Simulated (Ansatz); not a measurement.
# PbO (Litharge): the cost of one run

Computed with Ansatz 0.2.0 through its Python package. Level of theory: DFT PBEsol, plane waves, PAW.

The COD entry's cell or inner coordinates are ideal or old and differ from later refinements, so a difference from it is no clean test against experiment.

## (1) Starting point

Symmetry: P4/nmm, No. 129, tetragonal system. Conventional cell: a = 3.990 Å, b = 3.990 Å, c = 5.010 Å, α = 90.00°, β = 90.00°, γ = 90.00°. Around Pb (site symmetry 4mm) lie 4 O at 2.33 Å. Around O (site symmetry -4m2) lie 4 Pb at 2.33 Å.

No structure file is read: the coordinates are typed or built in the script.

## (2) The code

Contents of run_eos.py:

```python
"""Equation of state of PbO."""

import ansatz as az
import numpy as np
from scipy.optimize import curve_fit

vectors0 = np.array([
    [3.99, 0.0, 0.0],
    [0.0, 3.99, 0.0],
    [0.0, 0.0, 5.01],
])
sites = [
    ("Pb", (0.0, 0.5, 0.24)),
    ("Pb", (0.5, 0.0, 0.76)),
    ("O", (0.0, 0.0, 0.0)),
    ("O", (0.5, 0.5, 0.0)),
]


def on_lattice(cell):
    crystal = az.Crystal(lattice=az.Lattice.of(cell))
    for symbol, position in sites:
        crystal = crystal.atom(symbol, position)
    return crystal

def vinet(v, e0, v0, b0, b1):
    eta = (v / v0) ** (1 / 3)
    return e0 + 2 * b0 * v0 / (b1 - 1) ** 2 * (2 - (5 + 3 * b1 * (eta - 1) - 3 * eta) * np.exp(-1.5 * (b1 - 1) * (eta - 1)))

# scale the volume, keep shape and fractions
volumes, energies = [], []
for scale in np.linspace(0.9, 1.1, 9):
    cell = vectors0 * scale ** (1 / 3)
    calc = (
        on_lattice(cell).calculation()
        .functional(az.Functional.PBESOL)
        .pseudopotentials("paw")
        .basis(420)
        .occupations("fixed")
        .kpoints(6, 6, 6)
    )
    rep = calc.run(threads=1).report
    volumes.append(abs(np.linalg.det(cell)) / len(sites))
    energies.append(rep["free_energy_ev"] / len(sites))
    print(f"V = {volumes[-1]:8.4f} A^3/atom  F = {energies[-1]:.5f} eV/atom")

guess = (min(energies), volumes[int(np.argmin(energies))], 0.5, 4.5)
(e0, v0, b0, b1), _ = curve_fit(vinet, np.array(volumes), np.array(energies), p0=guess, maxfev=20000)
print(f"Vinet fit: V0 = {v0:.4f} A^3/atom, B0 = {160.21766 * b0:.1f} GPa, B1 = {b1:.2f}")
print("largest residual", round(1000 * float(np.abs(vinet(np.array(volumes), e0, v0, b0, b1) - energies).max()), 3), "meV/atom")
```

## (3) The input behind the calls

The engine receives this input (first run):

```yaml
crystal:
  lattice:
    - [3.8523026445764628, 0.0, 0.0]
    - [0.0, 3.8523026445764628, 0.0]
    - [0.0, 0.0, 4.837101816874204]
  atoms:
    - { symbol: Pb, position: [0.0, 0.5, 0.24] }
    - { symbol: Pb, position: [0.5, 0.0, 0.76] }
    - { symbol: O, position: [0.0, 0.0, 0.0] }
    - { symbol: O, position: [0.5, 0.5, 0.0] }
basis:
  ecutwfc: 420.0
kpoints:
  mp_grid:
    grid: [6, 6, 6]
hamiltonian:
  xc: pbesol
  pseudopotentials:
    kind: paw
scf:
  occupations:
    method: fixed
```

## (4) Launch

The run is started by

```sh
$ python run_eos.py
```

Q: Estimate wall time and peak memory on 1 thread of Arm Neoverse V1, shared host.

About 34 s, with a peak of 0.46 GiB.
